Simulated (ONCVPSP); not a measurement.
# An ONCV potential for Hf, from input to tests

Task: generate the file, and judge it by its errors in other configurations, its logarithmic derivatives, its ghosts and its cutoff.

Method: ONCVPSP 4.0.1, PBE, scalar-relativistic.

### Step 1. The atom and the settings

The settings as typed:

```json
{
 "element": "hafnium (Hf, Z = 72)",
 "type": "optimised norm-conserving Vanderbilt (ONCV)",
 "frozen core": "[Kr] 4d10",
 "valence charge": "26",
 "reference configuration": "4f14 5s2 5p6 5d3 6s1",
 "partial waves": "5s+6s: rc 1.90 bohr, ncon 3, nbas 8, qcut 6.9 1/bohr, 2 projectors; 5p: rc 1.70 bohr, ncon 3, nbas 6, qcut 8.6 1/bohr, 2 projectors, debl 3.7 Ha; 5d: rc 2.20 bohr, ncon 3, nbas 6, qcut 4.7 1/bohr, 2 projectors, debl 3.1 Ha; 4f: rc 0.70 bohr, ncon 4, nbas 9, qcut 27.9 1/bohr, 3 projectors, debl 3.1 Ha",
 "local potential": "polynomial inside 0.60 bohr (lpopt 5, dvloc0 0 Ha)",
 "core correction": "polynomial model core, fcfact 0.25"
}
```

The outer shells as boxes (Hund's rule for the drawing; the calculation is spin-unpolarised):

```
[Kr] core
4d [↑↓][↑↓][↑↓][↑↓][↑↓]
4f [↑↓][↑↓][↑↓][↑↓][↑↓][↑↓][↑↓]
5s [↑↓]
5p [↑↓][↑↓][↑↓]
5d [↑ ][↑ ][↑ ][  ][  ]
6s [↑ ]
```

### Step 2. Generation

Hf.dat reads:

```
# ATOM AND REFERENCE CONFIGURATION
# atsym  z   nc   nv     iexc    psfile
  Hf 72.00    9    5        4      upf
#
#   n    l    f
    1    0    2.00
    2    0    2.00
    2    1    6.00
    3    0    2.00
    3    1    6.00
    3    2   10.00
    4    0    2.00
    4    1    6.00
    4    2   10.00
    4    3   14.00
    5    0    2.00
    5    1    6.00
    5    2    3.00
    6    0    1.00
#
# PSEUDOPOTENTIAL AND OPTIMIZATION
# lmax
    3
#
#   l,   rc,      ep,       ncon, nbas, qcut
    0    1.90    0.00    3    8    6.90
    1    1.70    0.00    3    6    8.60
    2    2.20    0.00    3    6    4.70
    3    0.70    0.00    4    9   27.90
#
# LOCAL POTENTIAL
# lloc, lpopt,  rc(5),   dvloc0
    4    5    0.60    0.00
#
# VANDERBILT-KLEINMAN-BYLANDER PROJECTORs
# l, nproj, debl
    0    2    1.00
    1    2    3.70
    2    2    3.10
    3    3    3.10
#
# MODEL CORE CHARGE
# icmod, fcfact, rcfact
    1    0.25    0.00
#
# LOG DERIVATIVE ANALYSIS
# epsh1, epsh2, depsh
   -4.00    5.00    0.02
#
# OUTPUT GRID
# rlmax, drl
    6.00    0.01
#
# TEST CONFIGURATIONS
# ncnf
    4
# nvcnf
#   n    l    f
    5
    4    3   14.00
    5    0    2.00
    5    1    6.00
    5    2    2.00
    6    0    2.00
#
    5
    4    3   14.00
    5    0    2.00
    5    1    6.00
    5    2    2.00
    6    0    1.00
#
    5
    4    3   14.00
    5    0    2.00
    5    1    6.00
    5    2    2.00
    6    0    0.00
#
    5
    4    3   14.00
    5    0    2.00
    5    1    6.00
    5    2    0.00
    6    0    0.00
#
```

Launch:

```console
$ oncvpsp.x < Hf.dat > Hf.out
```

**Question.** What will these runs give? Wanted: cutoffs for 1 and 0.1 mHa per electron, occupied waves; bound ghosts; GHOST(+) flags; largest miss of a reference level; largest test error; largest phase difference near zero energy, channels read; rms error of d²Exc/dn², without and with the model core.

As calculated:

| quantity | value |
| --- | --- |
| cutoffs for 1 and 0.1 mHa per electron, occupied waves | 294 Ha and 327 Ha |
| bound ghosts | s at -790.94 eV, p at -291.62 eV, d at -191.31 eV |
| GHOST(+) flags | s at 128 eV |
| largest miss of a reference level | 18 meV (4f) |
| largest test error (AE − PS) | -5.1 meV, for 4f14 5s2 5p6 5d2 6s0 (1 test unsolved) |
| largest phase difference near zero energy, channels read | 0.001 rad |
| rms error of d²Exc/dn², without and with the model core | 4.75 and 2.02 mHa |

A bound ghost (s, p, d) makes it unfit for use: electrons can fall into a state that the atom doesn't have. The worst unpolarised test, 4f14 5s2 5p6 5d2 6s0, is off by 5.1 meV on 19.6 eV; by total energies transferability rates as good where solved. Atomic tests can pass in spite of a ghost, since they solve only for the levels asked. Of the tests 1 gave no usable energy difference, which is a warning in itself. By its cutoff, 294 Ha for the looser tolerance, it is very hard. At the looser tolerance the 4f wave is the slowest; 5p needs 24 Ha. Near zero energy the phases of the channels with partial waves agree within 0.001 rad. The program also flags highly localised states, GHOST(+) (s). All of this concerns the isolated atom, not yet a solid.
